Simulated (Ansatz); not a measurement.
# WCl+ (septet): wave-function methods side by side, def2-TZVPP

The task here is to estimate one member of a computed series from the others.

Computed with Ansatz 0.2.0, Gaussian basis. Level: def2-TZVPP, core rule «outside noble gas», up to 9 orbitals frozen.

Plan: UHF; ROHF; CCSD(T) on UHF.

### The geometry

The geometry is a PBE0/def2-TZVP stationary point (not a proven minimum) of the parent state, kept for this charge and spin. No spin-orbit coupling is included. Elements past krypton take def2 core potentials.

2 atoms, charge 1, spin multiplicity 7.

Atoms are counted from 1 here; the program's logs count them from 0.

Bond lengths: W1–Cl2 2.156 Å.

Set-up of the first run:

in.yaml

```yaml
crystal:
  periodic: [false, false, false]
  atoms:
    - {symbol: W, position_ang: [0.000000, 0.000000, 0.000000]}
    - {symbol: Cl, position_ang: [0.000000, 0.000000, 2.156200]}
basis:
  gaussian: {orbitals: def2-TZVPP}
total_charge: 1
magnetization: {spin_polarized: true, initial_magnetization: 6}
hamiltonian: {xc: hf}
output: {orbitals: {seedname: orbitals}}
```

On the command line:

```
$ ansatz run in.yaml --threads 1 --pin off --events-out ev --progress --plain --max-ram 4096MiB --backend cpu
```

Steps of the session up to this table: UHF; ROHF; CCSD(T) on UHF.

One of the session's tables, all rows but one given; the rest of the session is left out.

| method | from UCCSD(T) (meV) |
| --- | --- |
| ROHF | +7750.6 |
| UHF | +7430.3 |
| UMP2 | ? |
| UCCSD | +255.6 |
| UCCSD(T) | 0 |

Q: Estimate the row for UMP2 from the others.

**Answer.** from UCCSD(T) (meV): +1021.2. In the column «from UCCSD(T) (meV)» it lies between UCCSD (+255.6) and UHF (+7430.3).
